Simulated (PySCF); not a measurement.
**C5H12SSi: electronic excitations**

Aim: predict the electronic excitations of C5H12SSi (`CC(C)[C@H]1CS[SiH2]1`).

Computed with PySCF 2.14.0, with density-fitted response routines of our own, on a single molecule in the gas phase. Atoms count from 0, in the outputs and in this text.

### Step 1. The starting structure

19 atoms, charge 0, multiplicity 1; geometry from: GFN2-xTB.

Bonds of the start (Å): C0–C1 1.53, C1–C2 1.53, C1–C3 1.53, C3–C4 1.54, C4–S5 1.84, S5–Si6 2.15, Si6–C3 1.91, C0–H7 1.09, C0–H8 1.09, C0–H9 1.09, C1–H10 1.10, C2–H11 1.09, C2–H12 1.09, C2–H13 1.09, C3–H14 1.09, C4–H15 1.09, C4–H16 1.09, Si6–H17 1.46, Si6–H18 1.46.

### Step 2. Excited states and response: CAM-B3LYP/def2-SVPD

The job: settings as JSON, then the geometry in Å.

```
{"job": {"kind": "uv", "xc": "CAM-B3LYP", "basis": "def2-SVPD", "nstates": 8, "ntriplets": 3}, "charge": 0, "multiplicity": 1}
C      1.252519    -1.467238     0.122133
C      0.695159    -0.132461    -0.363989
C      1.734893     0.971615    -0.171757
C     -0.596568     0.200869     0.381371
C     -1.319725     1.456498    -0.126604
S     -3.076771     0.907100    -0.172834
Si    -2.094278    -0.970426     0.185083
H      2.168912    -1.713337    -0.409224
H      0.534084    -2.268913    -0.038009
H      1.476895    -1.416583     1.185758
H      0.471166    -0.215407    -1.434371
H      1.355052     1.928999    -0.520869
H      1.992624     1.069080     0.881197
H      2.642158     0.740295    -0.725852
H     -0.351233     0.335954     1.439879
H     -1.029427     1.726942    -1.140395
H     -1.230820     2.329556     0.516293
H     -2.550613    -1.654427     1.385527
H     -2.083831    -1.818868    -1.000800
```

Method: TDDFT CAM-B3LYP/def2-SVPD, vertical, gas phase, core orbitals frozen in the response.

On the command line:

```bash
$ OMP_NUM_THREADS=1 python probes_run.py task.json out
```

The driver reads the jobs from task.json and runs them one after another.

What will the session give for the following? lowest singlet (CAM-B3LYP/def2-SVPD); brightest single state of those computed; lowest triplet. Wanted: lowest singlet; brightest single state of those computed; lowest triplet.

As calculated:

```
                                quantity                        value
    lowest singlet (CAM-B3LYP/def2-SVPD)  5.30 eV (234 nm), f = 0.003
brightest single state of those computed  state 7, 7.13 eV, f = 0.065
                          lowest triplet                      4.89 eV
```

The first singlet state (HOMO→LUMO 0.66, HOMO→LUMO+1 0.22) lies at 5.30 eV and is weak; of the 8 states computed, the strongest absorption comes from state 7 at 7.13 eV. The lowest triplet lies 0.41 eV below the lowest singlet (triplets in Tamm-Dancoff, singlets in full TDDFT).
